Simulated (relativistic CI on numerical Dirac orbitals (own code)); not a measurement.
**P: one ion under different settings**

Aim: see what numerical and physical settings do to the SCF, the total energy and the lowest levels of P.

Program: relativistic CI on numerical Dirac orbitals (own code) version 3. Level of theory: Dirac-Coulomb-Breit CI, KLI orbitals optimised for each configuration, model QED (radiative potential, 1s self-energy scaled to tabulated hydrogen-like ionisation energies), numerical settings as typed. These are calculated values, not measurements, unless marked.

### Step 1. Starting point

| Quantity | Value |
| --- | --- |
| ion | P (P I) |
| nuclear charge | 15 |
| electrons | 15 |
| isotope | A = 31 |

### Step 2. The usual input

The run's settings:

```ini
atom P  Z=15  charge=0  electrons=15
nucleus A=31  rms_radius_fm=3.1889
hamiltonian dirac-coulomb  breit=on  qed=on  c_scale=1
orbitals kli  potential=per-configuration
slater_scale 1
correlation none
mixing on
grid step=0.0125 r_max=102.8
scf mixing=0.4 start=green max_iterations=150 tolerance=2e-08 node_fill=0.05
configurations
  [Ne] 3s2 3p3
end
```

Started as:

```console
$ python run_levels.py task.json out
```

task.json lists these runs, among others, and the program works through them in turn.

Results of the run (chosen fields of its result record, rounded):

```text
{
  "status": "converged",
  "levels [i, E_cm, J2, conf, term, w_term, w_jj]": [
    [0, 0, 3, "3p3", "4S*", 0.9999, 0.5553],
    [1, 14917.77, 3, "3p3", "2D*", 0.9992, 0.4446],
    [2, 14930.322, 5, "3p3", "2D*", 1, 1],
    [3, 24867.508, 1, "3p3", "2P*", 1, 1],
    [4, 24899.6, 3, "3p3", "2P*", 0.9991, 0.528]
  ],
  "total_energy [Ha]": -341.44167486,
  "n_levels_all": 5,
  "overlap": 2.0837e-13,
  "scf_iterations": [10],
  "orbital_energies [Ha]": {"1s": -76.6793, "2s": -6.62894, "2p1/2": -4.8187, "2p3/2": -4.7851, "3s": -0.65235, "3p1/2": -0.346171, "3p3/2": -0.344318},
  "configurations [conf, odd, states, E_av_Ha, breit_Ha, qed_Ha]": [
    ["3p3", 1, 20, -341.4892036, 0.0698, 0.04575]
  ],
  "scf_steps of the first configuration [iteration, E_Ha, residual, outer_eigenvalue_Ha]": [
    [1, -340.9840928, 0.45, -0.2863],
    [2, -341.395716, 0.187, -0.2957],
    [3, -341.4866431, 0.0195, -0.3261],
    [4, -341.489003, 0.00384, -0.3427],
    [5, -341.4892012, 0.000717, -0.3449],
    [6, -341.4891993, 8.93e-05, -0.3442],
    [7, -341.489203, 1.66e-05, -0.3443],
    [8, -341.4892036, 2.15e-06, -0.3443],
    [9, -341.4892036, 2.18e-07, -0.3443],
    [10, -341.4892036, 1.51e-08, -0.3443]
  ]
}
```

Run time: 0.061 s. Hardware: 1 thread, shared host.

### Step 3. Nuclear radius 4.1456, tolerance 1e-06, start potential bare

The run's settings:

```ini
atom P  Z=15  charge=0  electrons=15
nucleus A=31  rms_radius_fm=4.1456
hamiltonian dirac-coulomb  breit=on  qed=on  c_scale=1
orbitals kli  potential=per-configuration
slater_scale 1
correlation none
mixing on
grid step=0.0125 r_max=102.8
scf mixing=0.4 start=bare max_iterations=150 tolerance=1e-06 node_fill=0.05
configurations
  [Ne] 3s2 3p3
end
```

Main fields:

```text
{
  "status": "converged",
  "levels [i, E_cm, J2, conf, term, w_term]": [
    [0, 0, 3, "3p3", "4S*", 0.9999],
    [1, 14917.779, 3, "3p3", "2D*", 0.9992],
    [2, 14930.331, 5, "3p3", "2D*", 1],
    [3, 24867.523, 1, "3p3", "2P*", 1],
    [4, 24899.615, 3, "3p3", "2P*", 0.9991]
  ],
  "total_energy [Ha]": -341.44152179,
  "n_levels_all": 5,
  "overlap": 2.07771e-13,
  "scf_iterations": [12],
  "orbital_energies [Ha]": {"1s": -76.6793, "2s": -6.62894, "2p1/2": -4.8187, "2p3/2": -4.78511, "3s": -0.652351, "3p1/2": -0.346171, "3p3/2": -0.344319},
  "configurations [conf, odd, states, E_av_Ha, breit_Ha, qed_Ha]": [
    ["3p3", 1, 20, -341.4890496, 0.0698, 0.04575]
  ],
  "scf_steps of the first configuration [iteration, E_Ha, residual, outer_eigenvalue_Ha]": [
    [1, -303.669909, 5.08, -12.51],
    [2, -329.2563735, 3.08, -5.967],
    [3, -338.8816397, 1.46, -0.3162],
    [4, -341.3377834, 0.252, -0.5663],
    [5, -341.4754138, 0.1, -0.3491],
    [6, -341.4876323, 0.0229, -0.3383],
    [7, -341.4888332, 0.00944, -0.3433],
    [8, -341.4890828, 0.00355, -0.346],
    [9, -341.4890446, 0.000279, -0.3442],
    [10, -341.4890492, 2.42e-05, -0.3443],
    [11, -341.4890496, 1.33e-06, -0.3443],
    [12, -341.4890496, 4.01e-07, -0.3443]
  ]
}
```

Wall time 0.067 s (1 thread, shared host).

The changed nuclear radius is not that of the isotope named.

### Step 4. Breit term off

The run's settings:

```ini
atom P  Z=15  charge=0  electrons=15
nucleus A=31  rms_radius_fm=3.1889
hamiltonian dirac-coulomb  breit=off  qed=on  c_scale=1
orbitals kli  potential=per-configuration
slater_scale 1
correlation none
mixing on
grid step=0.0125 r_max=102.8
scf mixing=0.4 start=green max_iterations=150 tolerance=2e-08 node_fill=0.05
configurations
  [Ne] 3s2 3p3
end
```

Main fields:

```text
{
  "status": "converged",
  "levels [i, E_cm, J2, conf, term, w_term]": [
    [0, 0, 3, "3p3", "4S*", 0.9999],
    [1, 14916.292, 3, "3p3", "2D*", 0.9991],
    [2, 14932.134, 5, "3p3", "2D*", 1],
    [3, 24866.168, 1, "3p3", "2P*", 1],
    [4, 24899.819, 3, "3p3", "2P*", 0.999]
  ],
  "total_energy [Ha]": -341.51147911,
  "n_levels_all": 5,
  "overlap": 2.0837e-13,
  "scf_iterations": [10],
  "orbital_energies [Ha]": {"1s": -76.6793, "2s": -6.62894, "2p1/2": -4.8187, "2p3/2": -4.7851, "3s": -0.65235, "3p1/2": -0.346171, "3p3/2": -0.344318},
  "configurations [conf, odd, states, E_av_Ha, breit_Ha, qed_Ha]": [
    ["3p3", 1, 20, -341.4892036, 0, 0.04575]
  ],
  "scf_steps of the first configuration [iteration, E_Ha, residual, outer_eigenvalue_Ha]": [
    [1, -340.9840928, 0.45, -0.2863],
    [2, -341.395716, 0.187, -0.2957],
    [3, -341.4866431, 0.0195, -0.3261],
    [4, -341.489003, 0.00384, -0.3427],
    [5, -341.4892012, 0.000717, -0.3449],
    [6, -341.4891993, 8.93e-05, -0.3442],
    [7, -341.489203, 1.66e-05, -0.3443],
    [8, -341.4892036, 2.15e-06, -0.3443],
    [9, -341.4892036, 2.18e-07, -0.3443],
    [10, -341.4892036, 1.51e-08, -0.3443]
  ]
}
```

It took 0.058 s on 1 thread, shared host.

### Step 5. QED terms off

The settings differ from step 4 so:

```diff
@@ -2,3 +2,3 @@
 nucleus A=31  rms_radius_fm=3.1889
-hamiltonian dirac-coulomb  breit=off  qed=on  c_scale=1
+hamiltonian dirac-coulomb  breit=on  qed=off  c_scale=1
 orbitals kli  potential=per-configuration
```

Main fields:

```text
{
  "status": "converged",
  "levels [i, E_cm, J2, conf, term, w_term]": [
    [0, 0, 3, "3p3", "4S*", 0.9999],
    [1, 14917.8, 3, "3p3", "2D*", 0.9992],
    [2, 14930.308, 5, "3p3", "2D*", 1],
    [3, 24867.494, 1, "3p3", "2P*", 1],
    [4, 24899.528, 3, "3p3", "2P*", 0.9991]
  ],
  "total_energy [Ha]": -341.48742417,
  "n_levels_all": 5,
  "overlap": 2.0837e-13,
  "scf_iterations": [10],
  "orbital_energies [Ha]": {"1s": -76.6793, "2s": -6.62894, "2p1/2": -4.8187, "2p3/2": -4.7851, "3s": -0.65235, "3p1/2": -0.346171, "3p3/2": -0.344318},
  "configurations [conf, odd, states, E_av_Ha, breit_Ha, qed_Ha]": [
    ["3p3", 1, 20, -341.4892036, 0.0698, 0]
  ],
  "scf_steps of the first configuration [iteration, E_Ha, residual, outer_eigenvalue_Ha]": [
    [1, -340.9840928, 0.45, -0.2863],
    [2, -341.395716, 0.187, -0.2957],
    [3, -341.4866431, 0.0195, -0.3261],
    [4, -341.489003, 0.00384, -0.3427],
    [5, -341.4892012, 0.000717, -0.3449],
    [6, -341.4891993, 8.93e-05, -0.3442],
    [7, -341.489203, 1.66e-05, -0.3443],
    [8, -341.4892036, 2.15e-06, -0.3443],
    [9, -341.4892036, 2.18e-07, -0.3443],
    [10, -341.4892036, 1.51e-08, -0.3443]
  ]
}
```

Wall time 0.025 s (1 thread, shared host).

### Step 6. Start potential bare

The run's settings:

```ini
atom P  Z=15  charge=0  electrons=15
nucleus A=31  rms_radius_fm=3.1889
hamiltonian dirac-coulomb  breit=on  qed=on  c_scale=1
orbitals kli  potential=per-configuration
slater_scale 1
correlation none
mixing on
grid step=0.0125 r_max=102.8
scf mixing=0.4 start=bare max_iterations=150 tolerance=2e-08 node_fill=0.05
configurations
  [Ne] 3s2 3p3
end
```

Main fields:

```text
{
  "status": "converged",
  "levels [i, E_cm, J2, conf, term, w_term]": [
    [0, 0, 3, "3p3", "4S*", 0.9999],
    [1, 14917.77, 3, "3p3", "2D*", 0.9992],
    [2, 14930.322, 5, "3p3", "2D*", 1],
    [3, 24867.508, 1, "3p3", "2P*", 1],
    [4, 24899.6, 3, "3p3", "2P*", 0.9991]
  ],
  "total_energy [Ha]": -341.44167486,
  "n_levels_all": 5,
  "overlap": 2.0796e-13,
  "scf_iterations": [13],
  "orbital_energies [Ha]": {"1s": -76.6793, "2s": -6.62894, "2p1/2": -4.8187, "2p3/2": -4.7851, "3s": -0.65235, "3p1/2": -0.346171, "3p3/2": -0.344318},
  "configurations [conf, odd, states, E_av_Ha, breit_Ha, qed_Ha]": [
    ["3p3", 1, 20, -341.4892036, 0.0698, 0.04575]
  ],
  "scf_steps of the first configuration [iteration, E_Ha, residual, outer_eigenvalue_Ha]": [
    [1, -303.6700553, 5.08, -12.51],
    [2, -329.2565252, 3.08, -5.967],
    [3, -338.8817923, 1.46, -0.3162],
    [4, -341.3379364, 0.252, -0.5663],
    [5, -341.4755677, 0.1, -0.3491],
    [6, -341.4877862, 0.0229, -0.3383],
    [7, -341.4889871, 0.00944, -0.3433],
    [8, -341.4892367, 0.00355, -0.346],
    [9, -341.4891985, 0.000279, -0.3442],
    [10, -341.4892031, 2.42e-05, -0.3443],
    [11, -341.4892036, 1.33e-06, -0.3443],
    [12, -341.4892036, 4.01e-07, -0.3443],
    [13, -341.4892036, 1.12e-08, -0.3443]
  ]
}
```

It took 0.066 s on 1 thread, shared host.

### Step 7. End of the grid 25.7

The settings differ from step 6 so:

```diff
@@ -7,4 +7,4 @@
 mixing on
-grid step=0.0125 r_max=102.8
-scf mixing=0.4 start=bare max_iterations=150 tolerance=2e-08 node_fill=0.05
+grid step=0.0125 r_max=25.7
+scf mixing=0.4 start=green max_iterations=57 tolerance=2e-08 node_fill=0.05
 configurations
```

Main fields:

```text
{
  "status": "converged",
  "levels [i, E_cm, J2, conf, term, w_term]": [
    [0, 0, 3, "3p3", "4S*", 0.9999],
    [1, 14917.77, 3, "3p3", "2D*", 0.9992],
    [2, 14930.322, 5, "3p3", "2D*", 1],
    [3, 24867.508, 1, "3p3", "2P*", 1],
    [4, 24899.6, 3, "3p3", "2P*", 0.9991]
  ],
  "total_energy [Ha]": -341.44167486,
  "n_levels_all": 5,
  "overlap": 2.08509e-13,
  "scf_iterations": [11],
  "orbital_energies [Ha]": {"1s": -76.6793, "2s": -6.62894, "2p1/2": -4.8187, "2p3/2": -4.7851, "3s": -0.65235, "3p1/2": -0.346171, "3p3/2": -0.344318},
  "configurations [conf, odd, states, E_av_Ha, breit_Ha, qed_Ha]": [
    ["3p3", 1, 20, -341.4892036, 0.0698, 0.04575]
  ],
  "scf_steps of the first configuration [iteration, E_Ha, residual, outer_eigenvalue_Ha]": [
    [1, -340.9840928, 0.45, -0.2863],
    [2, -341.395716, 0.187, -0.2957],
    [3, -341.4866431, 0.0195, -0.3261],
    [4, -341.4890031, 0.00384, -0.3427],
    [5, -341.4892013, 0.000718, -0.3449],
    [6, -341.4891993, 8.98e-05, -0.3442],
    [7, -341.4892031, 1.43e-05, -0.3443],
    [8, -341.4892037, 5.13e-06, -0.3443],
    [9, -341.4892036, 2.46e-07, -0.3443],
    [10, -341.4892036, 4.91e-08, -0.3443],
    [11, -341.4892036, 7.44e-10, -0.3443]
  ]
}
```

Wall time 0.054 s (1 thread, shared host).

An extreme setting, but here it did no harm: energy and levels are those of the usual run.

### Step 8. Nuclear radius 31.889

The run's settings:

```ini
atom P  Z=15  charge=0  electrons=15
nucleus A=31  rms_radius_fm=31.8890
hamiltonian dirac-coulomb  breit=on  qed=on  c_scale=1
orbitals kli  potential=per-configuration
slater_scale 1
correlation none
mixing on
grid step=0.0125 r_max=102.8
scf mixing=0.4 start=green max_iterations=68 tolerance=2e-08 node_fill=0.05
configurations
  [Ne] 3s2 3p3
end
```

Main fields:

```text
{
  "status": "converged",
  "levels [i, E_cm, J2, conf, term, w_term]": [
    [0, 0, 3, "3p3", "4S*", 0.9999],
    [1, 14918.1, 3, "3p3", "2D*", 0.9992],
    [2, 14930.652, 5, "3p3", "2D*", 1],
    [3, 24868.058, 1, "3p3", "2P*", 1],
    [4, 24900.15, 3, "3p3", "2P*", 0.9991]
  ],
  "total_energy [Ha]": -341.41604699,
  "n_levels_all": 5,
  "overlap": 2.08056e-13,
  "scf_iterations": [10],
  "orbital_energies [Ha]": {"1s": -76.6684, "2s": -6.62821, "2p1/2": -4.81885, "2p3/2": -4.78526, "3s": -0.652297, "3p1/2": -0.346187, "3p3/2": -0.344335},
  "configurations [conf, odd, states, E_av_Ha, breit_Ha, qed_Ha]": [
    ["3p3", 1, 20, -341.4633652, 0.06978, 0.04556]
  ],
  "scf_steps of the first configuration [iteration, E_Ha, residual, outer_eigenvalue_Ha]": [
    [1, -340.958424, 0.45, -0.2863],
    [2, -341.3699044, 0.187, -0.2957],
    [3, -341.4608056, 0.0195, -0.3261],
    [4, -341.4631647, 0.00384, -0.3427],
    [5, -341.4633629, 0.000717, -0.3449],
    [6, -341.463361, 8.93e-05, -0.3442],
    [7, -341.4633647, 1.66e-05, -0.3443],
    [8, -341.4633653, 2.15e-06, -0.3443],
    [9, -341.4633652, 2.18e-07, -0.3443],
    [10, -341.4633652, 1.51e-08, -0.3443]
  ]
}
```

Run time: 0.059 s. Hardware: 1 thread, shared host.

A bad setting: its result is shown only for the comparison.

### Step 9. Comparison

| setting | total energy less usual (Ha) | largest shift of a level among the lowest eight of both runs, same label and place (cm⁻¹) | SCF iterations | time | lowest level | kind of change |
| --- | --- | --- | --- | --- | --- | --- |
| usual | 0 | 0 | 10 | 0.061 s | 3p3 4S°3/2 | - |
| nuclear radius 4.1456, tolerance 1e-06, start potential bare | 0.000153 | 0.0147 | 12 | 0.067 s | 3p3 4S°3/2 | unphysical constant |
| Breit term off | -0.0698 | 1.81 | 10 | 0.058 s | 3p3 4S°3/2 | model term |
| QED terms off | -0.0457 | 0.0723 | 10 | 0.025 s | 3p3 4S°3/2 | model term |
| start potential bare | 0 | 0 | 13 | 0.066 s | 3p3 4S°3/2 | numerical |
| end of the grid 25.7 | 0 | 0 | 11 | 0.054 s | 3p3 4S°3/2 | extreme, harmless here |
| nuclear radius 31.889 | 0.0256 | 0.550 | 10 | 0.059 s | 3p3 4S°3/2 | unsound |

### Step 10. What came out

| quantity | value |
| --- | --- |
| lowest level, usual settings | 3p3 4S°3/2 |
| total energy | -341.4417 Ha |
| first excitation | 14917.8 cm⁻¹ |

**Reading.** Among the runs whose levels can be followed, they move most under «Breit term off» (model term), by up to 1.81 cm⁻¹. No visible change in the result comes from «start potential bare» or «end of the grid 25.7». Only the listed configurations are in the model. In a near-neutral ion this small CI can misplace whole configurations by 10,000 cm⁻¹ or more.
